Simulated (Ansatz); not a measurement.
# C₂H₇AlSSi: how energies converge with the basis set

An exercise on one series of results from a longer session: the logs are not shown, and one member is left open.

Program: Ansatz 0.2.0, Gaussian basis. Level of theory: one geometry, several basis sets. These are calculated values, not measurements.

The runs, in order: PBE0-D4/def2-SVP; ωB97M-V/def2-SVP; PBE0-D4/def2-QZVPP; ωB97M-V/def2-QZVPP; the functionals' def2-TZVPP values are taken from earlier runs.

### The geometry

The geometry comes from an earlier relaxation with PBE0-D4 in a triple-zeta def2 set; it is a stationary point, not always the lowest conformer.

12 atoms, charge 0, spin multiplicity 1.

Atoms are counted from 1 here; the program's logs count them from 0.

Bond lengths: Si1–Al2 2.427 Å, Si1–H6 1.488 Å, Si1–H7 1.489 Å, Si1–H8 1.489 Å, Al2–C3 1.937 Å, Al2–C4 1.915 Å, Al2–S5 2.415 Å, C3–C4 1.544 Å, C3–H9 1.092 Å, C3–H10 1.091 Å, C4–S5 1.831 Å, C4–H11 1.085 Å, S5–H12 1.349 Å. Angles: Al2–Si1–H6 111.8°, Al2–Si1–H7 110.4°, Al2–Si1–H8 110.3°, H6–Si1–H7 108.0°, H6–Si1–H8 108.0°, H7–Si1–H8 108.3°, Si1–Al2–C3 160.5°, Si1–Al2–C4 145.1°, Si1–Al2–S5 125.4°, C3–Al2–C4 47.2°, C3–Al2–S5 74.0°, C4–Al2–S5 48.3°, Al2–C3–C4 65.6°, Al2–C3–H9 128.2°, Al2–C3–H10 114.8°, C4–C3–H9 119.0°, C4–C3–H10 110.5°, H9–C3–H10 110.6° and more.

The first run:

in.yaml reads:

```yaml
crystal:
  periodic: [false, false, false]
  atoms:
    - {symbol: Si, position_ang: [-2.235194, 1.140716, 0.249289]}
    - {symbol: Al, position_ang: [-0.268715, -0.238950, -0.094154]}
    - {symbol: C, position_ang: [0.905148, -1.780013, -0.081595]}
    - {symbol: C, position_ang: [1.590003, -0.454276, 0.313649]}
    - {symbol: S, position_ang: [1.723659, 0.434300, -1.281388]}
    - {symbol: H, position_ang: [-3.215646, 0.992896, -0.860842]}
    - {symbol: H, position_ang: [-2.917237, 0.763656, 1.518306]}
    - {symbol: H, position_ang: [-1.849076, 2.576492, 0.335678]}
    - {symbol: H, position_ang: [1.291196, -2.341420, -0.934859]}
    - {symbol: H, position_ang: [0.799040, -2.429663, 0.788151]}
    - {symbol: H, position_ang: [2.494412, -0.424047, 0.912431]}
    - {symbol: H, position_ang: [1.759409, 1.705213, -0.830667]}
basis:
  gaussian: {orbitals: def2-SVP}
hamiltonian: {xc: pbe0, dispersion: d4}
output: {orbitals: {seedname: orbitals}}
```

Among the steps run: PBE0-D4 in def2-SVP; ωB97M-V in def2-SVP; PBE0-D4 in def2-QZVPP; ωB97M-V in def2-QZVPP.

One table of the session follows, with a row left open; its other results are not shown here.

It belongs to the step «Density functionals: the series». 

| functional | basis | HOMO (eV) |
| --- | --- | --- |
| PBE0-D4 | def2-SVP | -5.79 |
| PBE0-D4 | def2-TZVPP | -5.82 |
| PBE0-D4 | def2-QZVPP | -5.84 |
| ωB97M-V | def2-SVP | -7.87 |
| ωB97M-V | def2-TZVPP | -7.92 |
| ωB97M-V | def2-QZVPP | ? |

**Question.** Estimate the row for ωB97M-V, def2-QZVPP.

**Answer.** HOMO (eV): -7.93. In the column «HOMO (eV)» it is the lowest.
